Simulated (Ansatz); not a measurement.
# AlB2H5O: up Jacob's ladder to CCSD(T)

An exercise on one series of results from a longer session: the logs are not shown, and one member is left open.

Method: functionals in def2-TZVPP, the program's frozen cores in correlated methods; program: Ansatz 0.2.0, Gaussian basis.

The runs, in order: LDA (SPW92), PBE-D4, revPBE-D4, BLYP-D4, r2SCAN-D4, B97M-V, PBE0-D4, B3LYP-D4, r2SCANh-D4, r2SCAN0-D4, HSE06-D4, BHLYP-D4, CAM-B3LYP-D4, LC-ωPBE, ωB97X-V, ωB97M-V, B2PLYP, PBE-QIDH; CCSD(T)/def2-SVP; CCSD(T)/def2-TZVPP; MP2/def2-QZVPP; extrapolation to the limit; RPA on PBE.

## Structure used throughout

An earlier PBE0-D4 in a triple-zeta def2 set relaxation fixed the geometry.

SMILES `B[O][AlH][BH2]`, 9 atoms, charge 0, spin multiplicity 1.

Atoms are counted from 1 here; the program's logs count them from 0.

Bond lengths: B1–O2 1.331 Å, B1–H5 1.205 Å, B1–H6 1.205 Å, O2–Al3 1.693 Å, Al3–B4 2.121 Å, Al3–H7 1.586 Å, B4–H8 1.199 Å, B4–H9 1.199 Å. Angles: O2–B1–H5 119.6°, O2–B1–H6 119.7°, H5–B1–H6 120.7°, B1–O2–Al3 179.4°, O2–Al3–B4 117.1°, O2–Al3–H7 115.8°, B4–Al3–H7 127.1°, Al3–B4–H8 122.6°, Al3–B4–H9 122.6°, H8–B4–H9 114.8°.

Set-up of the first run:

File in.yaml:

```yaml
crystal:
  periodic: [false, false, false]
  atoms:
    - {symbol: B, position_ang: [-0.500297, 1.741392, -1.308665]}
    - {symbol: O, position_ang: [0.119158, 0.722006, -0.717450]}
    - {symbol: Al, position_ang: [0.894157, -0.575978, 0.044511]}
    - {symbol: B, position_ang: [-0.192327, -1.603394, 1.548447]}
    - {symbol: H, position_ang: [-1.161177, 1.545089, -2.297178]}
    - {symbol: H, position_ang: [-0.397308, 2.850093, -0.847539]}
    - {symbol: H, position_ang: [2.366625, -0.888027, -0.453773]}
    - {symbol: H, position_ang: [-0.893120, -2.546350, 1.309261]}
    - {symbol: H, position_ang: [-0.147410, -1.291231, 2.705185]}
basis:
  gaussian: {orbitals: def2-TZVPP}
hamiltonian: {xc: lda}
output: {orbitals: {seedname: orbitals}}
```

On the command line:

```sh
$ ansatz run in.yaml --threads 2 --pin off --events-out ev --progress --plain --max-ram 4352MiB
```

Among the steps run: LDA; PBE-D4 (GGA); revPBE-D4 (GGA); BLYP-D4 (GGA); r2SCAN-D4 (meta-GGA); B97M-V (meta-GGA); B3LYP-D4 (hybrid); r2SCANh-D4 (hybrid); r2SCAN0-D4 (hybrid); HSE06-D4 (hybrid); BHLYP-D4 (hybrid); CAM-B3LYP-D4 (range-separated); LC-ωPBE (range-separated); ωB97X-V (range-separated); ωB97M-V (range-separated); B2PLYP (double hybrid); PBE-QIDH (double hybrid).

One table of the session follows, with a row left open; its other results are not shown here.

It belongs to the step «Orbital energies across the functionals». 

| functional | HOMO (eV) | LUMO (eV) | gap (eV) |
| --- | --- | --- | --- |
| LDA (SPW92) | -6.57 | -3.97 | 2.60 |
| PBE-D4 | -6.50 | -3.68 | 2.82 |
| revPBE-D4 | -6.46 | -3.55 | 2.91 |
| BLYP-D4 | -6.44 | -3.47 | 2.97 |
| r2SCAN-D4 | -6.79 | -3.28 | 3.51 |
| B97M-V | -6.86 | -3.48 | 3.38 |
| PBE0-D4 | -7.73 | -2.61 | 5.11 |
| B3LYP-D4 | ? | ? | ? |
| r2SCANh-D4 | -7.22 | -2.92 | 4.30 |
| r2SCAN0-D4 | -7.87 | -2.39 | 5.47 |
| HSE06-D4 | -7.33 | -3.00 | 4.33 |
| BHLYP-D4 | -8.80 | -1.49 | 7.31 |
| CAM-B3LYP-D4 | -9.07 | -1.45 | 7.62 |
| LC-ωPBE | -10.42 | -0.25 | 10.17 |
| ωB97X-V | -10.06 | -0.36 | 9.70 |
| ωB97M-V | -9.86 | -0.65 | 9.21 |

**Question.** Estimate the row for B3LYP-D4.

Worked estimate for «HOMO (eV)». Against the share of exact exchange, BLYP-D4 (0, -6.44), BHLYP-D4 (0.5, -8.80) give a slope of -4.72 per unit share; at 0.2 the line stands at -7.38.

As computed: HOMO (eV): -7.54; LUMO (eV): -2.80; gap (eV): 4.74. In «HOMO (eV)» the line misses by +0.16.
